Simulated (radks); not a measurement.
# The first electron to leave Al⁵⁺

Aim: remove one electron from each of the outer sub-shells of Al⁵⁺ ([He] 2s2 2p4) in turn, let the ion relax, and find the cheapest removal. The parent's configuration is the lowest that an earlier search found at this level.

The numbers are computed with radks (a radial shooting solver on a logarithmic mesh, Libxc functionals) version 1 (scalar-relativistic Kohn-Sham, PBE, spin-polarised, spherical densities, finite nucleus; open shells are filled with parallel spins first), except any that are marked as measured or tabulated.

1 further run of the same task is left out (set aside as unsound or not needed).

**1. Starting point**

| Property | Result |
| --- | --- |
| element | aluminium (Z = 13) |
| charge | +5 |
| electrons | 8 |
| configuration | [He] 2s2 2p4 |
| nuclear rms radius | 3.061 fm |

The outer shells:

Al⁵⁺
```
[He] core
2s [↑↓]
2p [↑↓][↑ ][↑ ]
```

**2. The parent, Al⁵⁺**

The parent was computed earlier with the same settings: E = -230.628962 hartree. Its outer levels (eV):

```tsv
level	occupation	energy (eV)
1s up	1	-1640.5
1s down	1	-1637.2
2s up	1	-215.36
2s down	1	-208.60
2p up	3	-179.40
2p down	1	-171.93
```

**3. Remove 2p: [He] 2s2 2p3**

The run's settings:

```text
Z 13
configuration [He] 2s2 2p3
relativity scalar-relativistic
functional pbe,pbe
spin polarised
nucleus finite rms 3.061 fm
c 137.035999084
```

**4. Remove 2s: [He] 2s1 2p4**

Settings, as their differences from step 3:

```diff
@@ -1,3 +1,3 @@
 Z 13
-configuration [He] 2s2 2p3
+configuration [He] 2s1 2p4
 relativity scalar-relativistic
```

**5. Remove 1s: 1s1 2s2 2p4**

Settings, as their differences from step 4:

```diff
@@ -1,3 +1,3 @@
 Z 13
-configuration [He] 2s1 2p4
+configuration 1s1 2s2 2p4
 relativity scalar-relativistic
```

Q: Predict the outcome of this session. Wanted: for each run, case; final configuration; Δ-SCF; −ε of the level emptied.

The runs gave:

```tsv
case	final configuration	Δ-SCF (eV)	−ε of the level emptied (eV)
remove 2p	[He] 2s2 2p3	190.03	171.93
remove 2s	[He] 2s1 2p4	225.01	208.60
remove 1s	1s1 2s2 2p4	1702.1	1637.2
```

The 2p electron leaves first, at 190.03 eV; the next cheapest, 2s, costs 225.01 eV. 2p is also the highest occupied level of the parent. NIST lists 190.49 eV (semi-empirical), between the same two configurations. Open shells are spherical and high-spin; term and fine-structure splittings are not resolved.
